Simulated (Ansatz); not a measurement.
# Co (Co, dhcp): the cost of one run

Program: Ansatz 0.2.0. Level of theory: DFT RPBE, plane waves (420 eV) with PAW, scalar-relativistic; the PAW data stem from PBE, with regenerated cores. These are calculated values, not measurements.

## (1) The starting structure

The structure is hexagonal, space group P6_3/mmc (No. 194). Conventional cell: a = 2.502 Å, b = 2.502 Å, c = 8.171 Å, α = 90.00°, β = 90.00°, γ = 120.00°. Co (site symmetry -3m) has 12 Co at 2.50 Å as nearest neighbours. Co (site symmetry -6m2) is surrounded by 12 Co at 2.50 Å.

Structure file:

```cif
data_structure
_symmetry_space_group_name_H-M 'P6_3/mmc'
_symmetry_Int_Tables_number 194
_cell_length_a 2.5019
_cell_length_b 2.5019
_cell_length_c 8.1712
_cell_angle_alpha 90.000
_cell_angle_beta 90.000
_cell_angle_gamma 120.000
_cell_volume 44.29
loop_
_atom_site_label
_atom_site_type_symbol
_atom_site_symmetry_multiplicity
_atom_site_Wyckoff_symbol
_atom_site_fract_x
_atom_site_fract_y
_atom_site_fract_z
_atom_site_occupancy
Co1 Co 2 a 0.00000 0.00000 0.00000 1
Co2 Co 2 c 0.33333 0.66667 0.25000 1
```

Starting moments (μB): +1.7 ×2, -1.7 ×2.

## (2) Geometry optimisation

input.yaml

```yaml
crystal:
  lattice:
    - [2.5018845205, 0.0, 0.0]
    - [-1.2509422603, 2.1666955521, 0.0]
    - [0.0, 0.0, 8.1711548441]
  atoms:
    - { symbol: Co, position: [0.0, 0.0, 0.0], spin: 1.7 }
    - { symbol: Co, position: [0.0, 0.0, 0.5], spin: 1.7 }
    - { symbol: Co, position: [0.3333333333, 0.6666666667, 0.25], spin: -1.7 }
    - { symbol: Co, position: [0.6666666667, 0.3333333333, 0.75], spin: -1.7 }
hamiltonian:
  xc: rpbe
  pseudopotentials:
    kind: paw
    azcp:
      Co: "pseudopotentials/Co.paw.azcp"
basis:
  ecutwfc: 420
  fft_grid_basis: typed
kpoints:
  mp_grid: { grid: [14, 14, 4], shift: [0, 0, 0] }
magnetization:
  spin_polarized: true
scf:
  occupations: { method: fermi_dirac, width: 0.05 }
relax:
  max_steps: 60
  f_tol: 0.01
  cell: {}
output:
  write_density: true
  write_potential: true
  elf: true
  volumetric_format: npy
```

**Question.** How long does this run take on 2 threads of an Arm CPU, shared host, and how much memory does it need?

About 80 s, with a peak of 0.6 GiB.
